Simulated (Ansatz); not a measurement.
# F4HOTa: the cost of one run

All numbers below are computed with Ansatz 0.2.0 (RKS CAM-B3LYP-D4/def2-SVP).

### Step 1. The starting structure

Bond lengths: Ta1–O2 2.020 Å, O2–H3 1.010 Å, Ta1–F4 1.930 Å, Ta1–F5 1.930 Å, Ta1–F6 1.930 Å, Ta1–F7 1.930 Å. Angles: Ta1–O2–H3 109.5°, O2–Ta1–F4 90.0°, O2–Ta1–F5 90.0°, O2–Ta1–F6 120.0°, O2–Ta1–F7 120.0°, F4–Ta1–F5 180.0°, F4–Ta1–F6 90.0°, F4–Ta1–F7 90.0°, F5–Ta1–F6 90.0°, F5–Ta1–F7 90.0°, F6–Ta1–F7 120.0°.

As a file:

```xyz
7

Ta    0.0000    0.0000    0.0000
O     2.0200    0.0000    0.0000
H     2.3571   -0.5308    0.7903
F     0.0000    0.0000    1.9300
F     0.0000    0.0000   -1.9300
F    -0.9650    1.6714    0.0000
F    -0.9650   -1.6714    0.0000
```

### Step 2. Preparing the start

Input file input.yaml:

```yaml
crystal:
  periodic: [false, false, false]
  atoms:
    - { symbol: Ta, position_ang: [0.0, 0.0, 0.0] }
    - { symbol: O, position_ang: [2.02, 0.0, 0.0] }
    - { symbol: H, position_ang: [2.3571, -0.5308, 0.7903] }
    - { symbol: F, position_ang: [0.0, 0.0, 1.93] }
    - { symbol: F, position_ang: [0.0, 0.0, -1.93] }
    - { symbol: F, position_ang: [-0.965, 1.6714, 0.0] }
    - { symbol: F, position_ang: [-0.965, -1.6714, 0.0] }
basis:
  gaussian: { orbitals: def2-SVP }
hamiltonian:
  xc: cam_b3lyp
  dispersion: d4
relax:
  f_tol: 0.02
  max_steps: 40
output:
  orbitals: {}
```

On the command line:

```
ansatz run input.yaml --threads 2 --pin off --max-ram 3072MiB --backend cpu --events-out ev --progress --plain --runs-dir out
```

What time and memory should one allow on 2 threads of Arm Neoverse V1, shared host?

About 72 s, with a peak of 0.28 GiB.
